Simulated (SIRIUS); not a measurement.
Crystal: TaRu.

```
CELL_PARAMETERS angstrom
3.05300 0.00000 0.00000
0.00000 3.05300 0.00000
0.00000 0.00000 3.38900
ATOMIC_POSITIONS crystal
Ta 0.50000 0.50000 0.50000
Ru 0.00000 0.00000 0.00000
```

- Program: SIRIUS 7.10.0
- Task: single point
- Functional: PBEsol
- Potentials or basis: PseudoDojo 0.4.1 PBEsol standard (scalar relativistic)
- Cutoff: 1152 eV
- Density cutoff: 4606 eV
- k mesh: 9 × 9 × 8
- Occupations: fermi-dirac, width 0.05 eV
- Spin: no spin polarisation

On this cell: pressure -4.9 GPa; largest force under 0.003 eV/Å; band gap on the k mesh none (metal or under the smearing width).

The same run follows on a disturbed copy (atoms moved at random, drawn with an rms of 0.05 Å):

```
Ta Ru
1.0
     3.05300    0.00000    0.00000
     0.00000    3.05300    0.00000
     0.00000    0.00000    3.38900
Ta Ru
1 1
Direct
  0.50184 0.50885 0.48468
  0.00102 0.99335 0.99641
```

**Question.** What changes?

**Answer.** The energy (extrapolated to zero smearing) moves by +4.6 meV/atom; pressure -4.6 GPa; largest force 0.302 eV/Å; band gap on the k mesh none (metal or under the smearing width).

Forces in eV/Å, atoms in the order of the input:
```
Ta  -0.012 -0.235  0.190
Ru   0.012  0.235 -0.190
```

Stress tensor (GPa, compression positive):
```
-4.78  0.01  0.00
 0.01 -4.94 -0.03
 0.00 -0.03 -3.98
```
